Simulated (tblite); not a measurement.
# CH9FGeNSi2: the cost of one run

Computed with tblite 0.8.0 and PySCF 2.14.0; each step states its level. No surroundings beyond the atoms listed, unless a continuum is named. Atoms count from 0, parts from 1.

## 1. Starting point

15 atoms, charge 0, multiplicity 2; geometry: distance geometry start.

## 2. Relaxing the cluster with GFN2-xTB

What the job is given:

```
{"job": {"kind": "relax", "xc": "GFN2-xTB", "basis": "xTB"}, "charge": 0, "multiplicity": 2}
Ge    -1.896707    -0.741186     0.825786
N     -1.993363     0.935305     1.705557
Si    -0.398261     1.665813     2.234630
C     -0.119540    -1.340017     0.308810
Si     0.533349    -0.222401    -0.997953
F     -3.198809    -1.100591    -0.310521
H     -2.780324     1.054648     2.378997
H     -0.061318     1.192266     3.533019
H      0.588388     1.281956     1.298335
H     -0.507529     3.084123     2.247923
H     -0.189789    -2.314092    -0.039362
H      0.499379    -1.323241     1.141477
H     -0.538308     0.320546    -1.746348
H      1.379602    -0.972314    -1.828510
H      1.300107     0.817186    -0.370102
```

Level: GFN2-xTB geometry optimisation, gas phase.

Launch:

```sh
$ OMP_NUM_THREADS=1 python cluster_run.py task.json out
```

This one command runs all jobs of the session in turn.

**Question.** How long does this first job take on 1 thread of Arm Neoverse V2, shared host?

About 5.6 s.
